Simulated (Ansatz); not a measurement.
# Na3TeH: the cost of one run

Computed with Ansatz 0.2.0 (DFT PBEsol, scalar-relativistic, plane waves, PAW).

## 1. The system as given

It takes space group Pm-3m (No. 221, cubic). Conventional cell: a = 4.761 Å, b = 4.761 Å, c = 4.761 Å, α = 90.00°, β = 90.00°, γ = 90.00°. Na (site symmetry 4/mmm) is surrounded by 2 H at 2.38 Å and 8 Na at 3.37 Å and 4 Te at 3.37 Å. Around Te (site symmetry m-3m) lie 12 Na at 3.37 Å. H (site symmetry m-3m) has 6 Na at 2.38 Å as nearest neighbours.

Coordinates:

```cif
data_structure
_symmetry_space_group_name_H-M 'P 1'
_symmetry_Int_Tables_number 1
_cell_length_a 4.7608
_cell_length_b 4.7608
_cell_length_c 4.7608
_cell_angle_alpha 90.000
_cell_angle_beta 90.000
_cell_angle_gamma 90.000
_cell_volume 107.90
loop_
_atom_site_label
_atom_site_type_symbol
_atom_site_fract_x
_atom_site_fract_y
_atom_site_fract_z
_atom_site_occupancy
Na1 Na 0.50000 0.00000 0.50000 1
Na2 Na 0.00000 0.50000 0.50000 1
Na3 Na 0.50000 0.50000 0.00000 1
Te1 Te 0.00000 0.00000 0.00000 1
H1 H 0.50000 0.50000 0.50000 1
```

It is the result of an earlier relaxation at this level (volume 21.58 Å³/atom; gap on the mesh: 2.63 eV).

## 2. The cell under PBEsol

Contents of input.yaml:

```yaml
crystal:
  lattice:
    - [4.760784894, 0.0, 0.0]
    - [0.0, 4.760784894, 0.0]
    - [0.0, 0.0, 4.760784894]
  atoms:
    - { symbol: Na, position: [0.5, 0.0, 0.5] }
    - { symbol: Na, position: [0.0, 0.5, 0.5] }
    - { symbol: Na, position: [0.5, 0.5, 0.0] }
    - { symbol: Te, position: [0.0, 0.0, 0.0] }
    - { symbol: H, position: [0.5, 0.5, 0.5] }
basis:
  ecutwfc: 420
kpoints:
  mp_grid: { grid: [6, 6, 6] }
hamiltonian:
  xc: pbesol
scf:
  occupations: { method: gaussian, width: 0.02 }
output:
  forces: true
  stress: true
  eigenvalues: true
  write_density: true
  write_potential: true
  elf: true
  volumetric_format: npy
relax:
  adjacent_minimum: "off"
  f_tol: 0.005
  max_steps: 50
  cell: { stress_tol: 0.05 }
```

On the command line:

```sh
ansatz run input.yaml --threads 2 --pin off --max-ram 5120MiB --backend cpu --events-out ev --progress --plain --runs-dir out
```

**Question.** How long does this run take on 2 threads of AMD EPYC 7R43 (Zen 3), shared host, and how much memory does it need?

About 7 s, with a peak of 0.44 GiB.
